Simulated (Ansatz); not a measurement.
# C₈H₁₈O: up Jacob's ladder to CCSD(T)

Aim: compute C₈H₁₈O with functionals from several rungs and with coupled cluster, and see how far each lands from CCSD(T) at the basis-set limit for the atomisation energy.

Program: Ansatz 0.2.0, Gaussian basis. Level of theory: functionals in def2-TZVPP, the program's frozen cores in correlated methods. These are calculated values, not measurements.

The runs, in order: LDA (SPW92), PBE-D4, revPBE-D4, BLYP-D4, r2SCAN-D4, B97M-V, PBE0-D4, B3LYP-D4, r2SCANh-D4, r2SCAN0-D4, HSE06-D4, BHLYP-D4, CAM-B3LYP-D4, LC-ωPBE, ωB97X-V, ωB97M-V, B2PLYP, PBE-QIDH; CCSD(T)/def2-SVP; CCSD(T)/def2-TZVPP; MP2/def2-QZVPP; extrapolation to the limit; RPA on PBE.

**1. Structure used throughout**

The geometry comes from an earlier relaxation with PBE0-D4 in a triple-zeta def2 set; it is a stationary point, not always the lowest conformer.

SMILES `CCC(C)OC(C)(C)C`, 27 atoms, charge 0, spin multiplicity 1.

Atoms are counted from 1 here; the program's logs count them from 0.

Bond lengths: C1–C2 1.516 Å, C1–H10 1.094 Å, C1–H11 1.091 Å, C1–H12 1.092 Å, C2–C3 1.521 Å, C2–H13 1.096 Å, C2–H14 1.095 Å, C3–C4 1.519 Å, C3–O5 1.417 Å, C3–H15 1.099 Å, C4–H16 1.093 Å, C4–H17 1.093 Å, C4–H18 1.090 Å, O5–C6 1.427 Å, C6–C7 1.525 Å, C6–C8 1.524 Å, C6–C9 1.519 Å, C7–H19 1.092 Å and more. Angles: C2–C1–H10 111.4°, C2–C1–H11 110.7°, C2–C1–H12 111.1°, H10–C1–H11 107.9°, H10–C1–H12 107.6°, H11–C1–H12 107.9°, C1–C2–C3 114.2°, C1–C2–H13 109.9°, C1–C2–H14 110.1°, C3–C2–H13 107.7°, C3–C2–H14 108.1°, H13–C2–H14 106.6°, C2–C3–C4 110.7°, C2–C3–O5 107.9°, C2–C3–H15 108.4°, C4–C3–O5 110.5°, C4–C3–H15 109.2°, O5–C3–H15 110.1° and more.

**2. LDA**

This LDA is Slater exchange with PW92 correlation.

Contents of in.yaml:

```yaml
crystal:
  periodic: [false, false, false]
  atoms:
    - {symbol: C, position_ang: [2.667418, 0.557156, -0.424798]}
    - {symbol: C, position_ang: [1.644491, 1.617560, -0.066222]}
    - {symbol: C, position_ang: [0.199258, 1.163917, -0.208796]}
    - {symbol: C, position_ang: [-0.755185, 2.308990, 0.084186]}
    - {symbol: O, position_ang: [-0.014740, 0.096243, 0.697994]}
    - {symbol: C, position_ang: [-0.743897, -1.053016, 0.267599]}
    - {symbol: C, position_ang: [0.030742, -1.826713, -0.794144]}
    - {symbol: C, position_ang: [-2.129922, -0.689065, -0.252394]}
    - {symbol: C, position_ang: [-0.869133, -1.892895, 1.527160]}
    - {symbol: H, position_ang: [2.550069, 0.224019, -1.460113]}
    - {symbol: H, position_ang: [2.562951, -0.314967, 0.222284]}
    - {symbol: H, position_ang: [3.684665, 0.939054, -0.313294]}
    - {symbol: H, position_ang: [1.790868, 1.941683, 0.970194]}
    - {symbol: H, position_ang: [1.786591, 2.504039, -0.693443]}
    - {symbol: H, position_ang: [0.044983, 0.818886, -1.240308]}
    - {symbol: H, position_ang: [-0.565493, 3.151102, -0.586525]}
    - {symbol: H, position_ang: [-0.615568, 2.650498, 1.112833]}
    - {symbol: H, position_ang: [-1.795780, 2.007213, -0.034126]}
    - {symbol: H, position_ang: [0.164036, -1.243109, -1.707577]}
    - {symbol: H, position_ang: [-0.507093, -2.738755, -1.063023]}
    - {symbol: H, position_ang: [1.016333, -2.106150, -0.418242]}
    - {symbol: H, position_ang: [-2.075721, -0.081151, -1.158352]}
    - {symbol: H, position_ang: [-2.692041, -0.138834, 0.504755]}
    - {symbol: H, position_ang: [-2.685432, -1.596803, -0.498840]}
    - {symbol: H, position_ang: [-1.399635, -2.824890, 1.320994]}
    - {symbol: H, position_ang: [-1.414459, -1.340667, 2.294831]}
    - {symbol: H, position_ang: [0.121672, -2.133364, 1.917390]}
basis:
  gaussian: {orbitals: def2-TZVPP}
hamiltonian: {xc: lda}
output: {orbitals: {seedname: orbitals}}
```

Run with:

```console
> ansatz run in.yaml --threads 4 --pin off --events-out ev --progress --plain --max-ram 41984MiB --backend cuda --devices 0, --max-vram 37GiB
```

The runs that follow: PBE-D4 (GGA); revPBE-D4 (GGA); BLYP-D4 (GGA); r2SCAN-D4 (meta-GGA); B97M-V (meta-GGA); B3LYP-D4 (hybrid); r2SCANh-D4 (hybrid); r2SCAN0-D4 (hybrid); HSE06-D4 (hybrid); BHLYP-D4 (hybrid); CAM-B3LYP-D4 (range-separated); LC-ωPBE (range-separated); ωB97X-V (range-separated); ωB97M-V (range-separated); B2PLYP (double hybrid); PBE-QIDH (double hybrid); CCSD(T) in def2-SVP; CCSD(T) in def2-TZVPP; MP2 in def2-QZVPP; RPA on PBE orbitals.

Before running them: what should the planned runs give, taken together? Wanted: atomisation energy, CCSD(T)/CBS; farthest beyond LDA; mean size of error, GGA; mean size of error, meta-GGA; mean size of error, hybrid; mean size of error, range-separated; mean size of error, double hybrid; gap, smallest and largest; T1 diagnostic.

The runs gave:

| quantity | value |
| --- | --- |
| atomisation energy, CCSD(T)/CBS | 10786.1 kJ/mol |
| functionals within 53.9 kJ/mol (0.5 %) | revPBE-D4, r2SCAN-D4, B97M-V, B3LYP-D4, r2SCANh-D4, LC-ωPBE, ωB97X-V, ωB97M-V, PBE-QIDH |
| farthest beyond LDA | BHLYP-D4 (-243.8 kJ/mol) |
| mean size of error, GGA | 95.4 kJ/mol |
| mean size of error, meta-GGA | 18.1 kJ/mol |
| mean size of error, hybrid | 79.3 kJ/mol |
| mean size of error, range-separated | 28.7 kJ/mol |
| mean size of error, double hybrid | 66.0 kJ/mol |
| gap, smallest and largest | 5.78 eV (BLYP-D4), 12.98 eV (LC-ωPBE) |
| T1 diagnostic | 0.0098 |
| triples share of the correlation energy | 3.8 % |

**Reading.** The LDA atomisation energy is off by 1477.6 kJ/mol (14 %): it overbinds. PBE-D4 misses by +192.3 kJ/mol. Double hybrids carry the basis error of their MP2 part in triple zeta, and no dispersion term here, so their miss is partly the set-up's. The rungs meta-GGA, range-separated miss on average by less than the doubt on the reference (53.9 kJ/mol), so they tie. Misses under about 53.9 kJ/mol are within the doubt on the reference itself, which lacks core-valence correlation, relativity and higher excitations. Hartree-Fock recovers 75 % of the binding; the rest is correlation. CCSD(T) in def2-SVP is off by -390.7 kJ/mol, so the small basis spoils what the method gains. Orbital gaps span 5.8 to 13.0 eV; exact exchange widens them.
